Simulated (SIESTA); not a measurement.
The system is Ti3Nb.

```xyz
4
Lattice="-1.9776 1.9776 4.4915 1.9776 -1.9776 4.4915 1.9776 1.9776 -4.4915" Properties=species:S:1:pos:R:3 pbc="T T T"
Nb    0.0000    0.0000    0.0000
Ti    0.0000    0.0000    4.4915
Ti    1.9776    0.0000    2.2458
Ti    0.0000    1.9776    2.2458
```

The cell comes from a database or a generator and needn't be the stable form of this composition.

* Program: SIESTA 5.4.2
* Task: single point
* Functional: PBEsol
* Potentials or basis: PseudoDojo 0.4 standard (PBEsol files)
* Basis: DZP (energy shift 0.003 Ry; two zetas on semicore shells)
* Grid cutoff: 800 Ry
* Energy shift: 0.003 Ry
* k mesh: 9 × 9 × 9
* Occupations: fermi-dirac, width 0.05 eV
* Spin: no spin polarisation

On this cell: pressure -4.3 GPa; largest force under 0.003 eV/Å; band gap on the k mesh none (metal or under the smearing width).

The same run follows on a disturbed copy (atoms moved at random, drawn with an rms of 0.05 Å):

```
CELL_PARAMETERS angstrom
-1.97757 1.97757 4.49151
1.97757 -1.97757 4.49151
1.97757 1.97757 -4.49151
ATOMIC_POSITIONS crystal
Nb 0.00233 0.99366 0.99193
Ti 0.50675 0.49713 0.00225
Ti 0.25740 0.74508 0.50036
Ti 0.74193 0.24022 0.48388
```

**Question.** What does the disturbed cell give?

**Answer.** The energy (extrapolated to zero smearing) moves by +3.1 meV/atom; pressure -4.3 GPa; largest force 0.338 eV/Å; band gap on the k mesh none (metal or under the smearing width).

Forces in eV/Å, atoms in the order of the input:
```
Nb   0.113  0.108 -0.046
Ti  -0.131 -0.167  0.016
Ti  -0.056 -0.266 -0.011
Ti   0.075  0.327  0.041
```

Stress tensor (GPa, compression positive):
```
-4.13  0.03  0.00
 0.03 -4.15 -0.03
 0.00 -0.03 -4.61
```

Caveats: the basis of atomic orbitals isn't converged, which shifts pressures, moduli and gaps.
